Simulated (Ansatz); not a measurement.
# CH3ClSSi: ionisation energy by level of theory

One table from this session's results is given with a row withheld; the runs are named, their logs left out.

Program: Ansatz 0.2.0, Gaussian basis. Level of theory: unrestricted cation, the program's frozen cores in correlated methods. These are calculated values, not measurements.

Levels to be run: UKS PBE-D4/def2-TZVPP; UKS r2SCAN-D4/def2-TZVPP; UKS PBE0-D4/def2-TZVPP; UKS B3LYP-D4/def2-TZVPP; UKS wB97X-V/def2-TZVPP; UKS wB97M-V/def2-TZVPP; UKS B2PLYP/def2-TZVPP; UHF-CCSD(T)/def2-TZVPP; UHF-CCSD(T)/def2-QZVPP; extrapolation to the limit; then −ε(HOMO) from the neutral's earlier runs with LDA (SPW92), PBE-D4, revPBE-D4, BLYP-D4, r2SCAN-D4, B97M-V, PBE0-D4, B3LYP-D4, r2SCANh-D4, r2SCAN0-D4, HSE06-D4, BHLYP-D4, CAM-B3LYP-D4, LC-ωPBE, ωB97X-V, ωB97M-V.

## Structure used throughout

All runs share one geometry, relaxed beforehand with PBE0-D4 in a triple-zeta def2 set.

7 atoms, charge 0, spin multiplicity 1.

Atoms are counted from 1 here; the program's logs count them from 0.

Bond lengths: C1–S2 1.809 Å, C1–H5 1.089 Å, C1–H6 1.089 Å, C1–H7 1.088 Å, S2–Si3 2.122 Å, Si3–Cl4 2.097 Å. Angles: S2–C1–H5 108.2°, S2–C1–H6 108.3°, S2–C1–H7 110.7°, H5–C1–H6 109.5°, H5–C1–H7 110.0°, H6–C1–H7 110.0°, C1–S2–Si3 113.1°, S2–Si3–Cl4 103.6°.

As a file:

```mol
CH3ClSSi
  3D, bonds by distance, orders not assigned

  7  6  0  0  0  0  0  0  0  0999 V2000
   -0.2480    0.7985   -0.4549 C   0  0
    0.4344   -0.7409   -1.1166 S   0  0
    0.8087   -2.1968    0.3818 Si  0  0
    0.2137   -1.2461    2.1536 Cl  0  0
    0.4264    1.6116   -0.7201 H   0  0
   -1.2204    0.9667   -0.9160 H   0  0
   -0.3535    0.7390    0.6266 H   0  0
  1  2  8  0
  2  3  8  0
  3  4  8  0
  1  5  8  0
  1  6  8  0
  1  7  8  0
M  END
```

Set-up of the first run:

File in.yaml:

```yaml
crystal:
  periodic: [false, false, false]
  atoms:
    - {symbol: C, position_ang: [-0.248010, 0.798471, -0.454878]}
    - {symbol: S, position_ang: [0.434373, -0.740950, -1.116612]}
    - {symbol: Si, position_ang: [0.808707, -2.196806, 0.381757]}
    - {symbol: Cl, position_ang: [0.213699, -1.246072, 2.153595]}
    - {symbol: H, position_ang: [0.426436, 1.611638, -0.720054]}
    - {symbol: H, position_ang: [-1.220361, 0.966729, -0.916029]}
    - {symbol: H, position_ang: [-0.353546, 0.738990, 0.626622]}
basis:
  gaussian: {orbitals: def2-TZVPP}
total_charge: 1
magnetization: {spin_polarized: true, initial_magnetization: 1}
hamiltonian: {xc: pbe, dispersion: d4}
```

Launch:

```
> ansatz run in.yaml --threads 2 --pin off --events-out ev --progress --plain --max-ram 22528MiB --backend cpu
```

Steps of the session up to this table: Cation, UKS PBE-D4/def2-TZVPP; Cation, UKS r2SCAN-D4/def2-TZVPP; Cation, UKS PBE0-D4/def2-TZVPP; Cation, UKS B3LYP-D4/def2-TZVPP; Cation, UKS wB97X-V/def2-TZVPP; Cation, UKS wB97M-V/def2-TZVPP; Cation, UKS B2PLYP (frozen core)/def2-TZVPP; Cation, UHF-CCSD(T)/def2-TZVPP; Cation, UHF-CCSD(T)/def2-QZVPP.

One of the session's tables, all rows but one given; the rest of the session is left out.

It belongs to the step «Ionisation energies side by side». Orbital estimates, from the neutral's runs:

```
  functional  −ε(HOMO) (eV)
 LDA (SPW92)           6.18
      PBE-D4           6.06
   revPBE-D4           6.01
     BLYP-D4           5.91
   r2SCAN-D4           6.26
      B97M-V           6.33
     PBE0-D4           7.13
    B3LYP-D4           6.94
  r2SCANh-D4           6.66
  r2SCAN0-D4           7.26
    HSE06-D4           6.74
    BHLYP-D4           8.08
CAM-B3LYP-D4           8.39
     LC-ωPBE              ?
     ωB97X-V           9.35
     ωB97M-V           9.18
```

**Question.** Estimate the row for LC-ωPBE.

The run gave: −ε(HOMO) (eV): 9.68. In the column «−ε(HOMO) (eV)» it is the highest.
